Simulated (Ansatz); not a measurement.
This script drives the Ansatz DFT code, driven from Python.

Script `bbrh5nsi.py`:
```python
import ansatz as az
import numpy as np

GEOMETRY = """
N     0.04840    0.81980   -1.40330
Si    0.63450   -0.40270   -0.32230
B    -0.33760   -0.33860    1.35980
Br   -2.21020   -0.60420    1.42080
H     0.09740    1.76890   -0.93160
H    -1.02320    0.70020   -1.52520
H     2.09850   -0.16640   -0.08610
H     0.48670   -1.70390   -0.94450
H     0.29400   -0.11950    2.41540
"""

system = az.Crystal.molecule()
for line in GEOMETRY.strip().splitlines():
    symbol, *xyz = line.split()
    system = system.atom(symbol, [float(v) for v in xyz])

calculation = (
    system.calculation()
    .basis(gaussian="def2-SVPD")
    .correlation("mp2")
    .forces()
)
centre = np.mean([site.position_ang for site in system.cartesian_sites], axis=0)
field = 2 * 14.399645 * 4.0 / 40.0 ** 2


def dipole(axis, sign):
    arm = 40.0 * np.eye(3)[axis]
    pair = [{"charge": sign * 4.0, "position_ang": (centre - arm).tolist()}, {"charge": -sign * 4.0, "position_ang": (centre + arm).tolist()}]
    deck = calculation.input().set(az.key.basis.gaussian.point_charges, pair)
    return np.array(az.Session.from_dict(deck).plan().execute().report["charge_distribution"]["dipole_moment_e_ang"])


print(f"field {field:.4f} V/A")
alpha = np.array([(dipole(axis, 1) - dipole(axis, -1)) / (2 * field) * 14.399645 for axis in range(3)])
print("polarisability tensor (A^3)")
print(np.array2string(alpha, precision=3, suppress_small=True))
print(f"mean {np.trace(alpha) / 3:.3f} A^3 = {np.trace(alpha) / 3 / 0.14818471:.2f} bohr^3")
```

It is started by `python bbrh5nsi.py`. How long does it take on 1 thread of Arm Neoverse V1, with other jobs on the host, and how much memory does it need?

It took about 78 s, with a peak of 0.54 GiB, for 6 runs of the engine.

Output of `python bbrh5nsi.py`:
```text
field 0.0720 V/A
polarisability tensor (A^3)
[[12.281  0.37  -0.94 ]
 [ 0.364  9.02  -0.461]
 [-0.927 -0.464 10.47 ]]
mean 10.590 A^3 = 71.47 bohr^3
```

The geometry is a force-field or estimated start, not a minimum of this method, and the basis set is short of its limit. The field of two point charges is only nearly even.
